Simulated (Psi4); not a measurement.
# [SnH5]− (SMILES [H][Sn-]([H])([H])([H])[H]) at CASSCF(4,4)/def2-TZVP (density fitting, core potential, density fitting for correlation, nat orbs yes, 2 states averaged, sweep point 3)

We compute a single-point energy of [SnH5]−. 

The results are computed with Psi4 1.11.

2 further runs of the same task are left out: 2 set aside as unsound or not needed.

### 1 The structure to begin with

The species is [SnH5]− (6 atoms), meant as a singlet with charge -1. SMILES: `[H][Sn-]([H])([H])([H])[H]`. Geometry: a GFN2-xTB relaxation, a rough one for these elements and not checked as a minimum.

Bond lengths: Sn1–H2 1.885 Å, Sn1–H3 1.889 Å, Sn1–H4 1.782 Å, Sn1–H5 1.783 Å, Sn1–H6 1.782 Å. Angles: H2–Sn1–H3 179.8°, H2–Sn1–H4 90.0°, H2–Sn1–H5 89.9°, H2–Sn1–H6 90.0°, H3–Sn1–H4 90.0°, H3–Sn1–H5 89.9°, H3–Sn1–H6 90.2°, H4–Sn1–H5 120.0°, H4–Sn1–H6 120.0°, H5–Sn1–H6 119.9°.

### 2 The energy at CASSCF(4,4)/def2-TZVP (density fitting, core potential, density fitting for correlation, nat orbs yes, 2 states averaged, sweep point 3)

calc.inp

```
memory 1.6 GB

molecule mol {
  -1 1
  Sn     0.00085038    -0.00266451     0.00079368
  H     -0.03792680    -0.01188638     3.56362663
  H      0.03826695     0.02025786    -3.56785962
  H      3.36896594     0.02037125     0.03564023
  H     -1.70542114     2.90256264    -0.00646286
  H     -1.66475423    -2.92862196    -0.02573807
  units bohr
  symmetry c1
}

set globals {
  puream true
  scf_type df
  restricted_docc [12]
  active [4]
  mcscf_type df
  mcscf_maxiter 80
  mcscf_r_convergence 0.0001
  mcscf_e_convergence 1e-06
  nat_orbs true
  num_roots 2
  avg_states [0, 1]
}

e_tot = energy("casscf/def2-TZVP")
print_variables()
```

Started as:

```sh
$ psi4 -n 1 calc.inp calc.out
```

calc.out:

```text
[...]
    !!!  WARNING: ECP capability is in beta. Please check occupations closely.  !!!
[...]
  Running in c1 symmetry.
[...]
  Nuclear repulsion =   33.811612376505792
[...]
  Multiplicity = 1
[...]
  Nalpha       = 14
  Nbeta        = 14
[...]
    Number of basis functions: 80
[...]
 WARNING: Atomic UHF is not converging! Try casting from a smaller basis or call Rob at CCMST.
   -------------------------
[...]
   @DF-RHF iter   1:  -216.07054847594776   -1.60205e+00   5.12314e-03 ADIIS/DIIS
[...]
   @DF-RHF iter  10:  -216.16497934637283   -1.70530e-12   3.03600e-09 DIIS
[...]
    Orbital Energies [Eh]
    ---------------------
    Doubly Occupied:
       1A     -5.650422     2A     -3.841547     3A     -3.841534
       4A     -3.838345     5A     -1.112217     6A     -1.109702
       7A     -1.109681     8A     -1.102067     9A     -1.102054
      10A     -0.460388    11A     -0.249496    12A     -0.249203
      13A     -0.237882    14A     -0.103082
[...]
      Warning! Maxstep = 0.66, scaling to 0.50
   @DF-MCSCF  3:   -216.062653919668   -1.0081e-03  5.13e-04  4.13e-07    7    1  TS
[...]
   @DF-MCSCF Final Energy: -216.063013508719735
[...]
    Warning: Norm of correction (root 0) is < 1.0E-13
    Warning: Norm of correction (root 1) is < 1.0E-13
   @CI  1:     0   -216.163045619192   4.4409E-16   1.6830E-13 c
[...]
   ==> Energetics <==
    SCF energy =         -216.164979346372832
    Total MCSCF energy = -216.063013508719735
[...]
 Multipole Moments:
 ------------------------------------------------------------------------------------
     Multipole            Electronic (a.u.)      Nuclear  (a.u.)        Total (a.u.)
 ------------------------------------------------------------------------------------
 L = 1.  Multiply by 2.5417464519 to convert [e a0] to [Debye]
 Dipole X            :         -0.4563161           -0.0040058           -0.4603219
 Dipole Y            :         -0.4155800            0.0125200           -0.4030600
 Dipole Z            :         -0.0014334           -0.0037249           -0.0051584
 Magnitude           :                                                    0.6118662
[...]
```

Wall time 6.3 s (1 thread of Intel Xeon Platinum 8259CL at 2.50GHz (Skylake/Cascade Lake), shared host); peak memory 0.24 GiB.

### 3 Results

At CASSCF(4,4)/def2-TZVP (density fitting, core potential, density fitting for correlation, nat orbs yes, 2 states averaged, sweep point 3):

| quantity | value |
| --- | --- |
| average energy of the states | -216.06301 Eh |
| lowest excitation energy within this active space | 5.44 eV |

What this shows: The orbitals are averaged over several states, so each root lies above its own optimum (it can stand above Hartree-Fock), and forces and dipoles share that bias. For an anion, states without diffuse functions may be basis-held continuum.
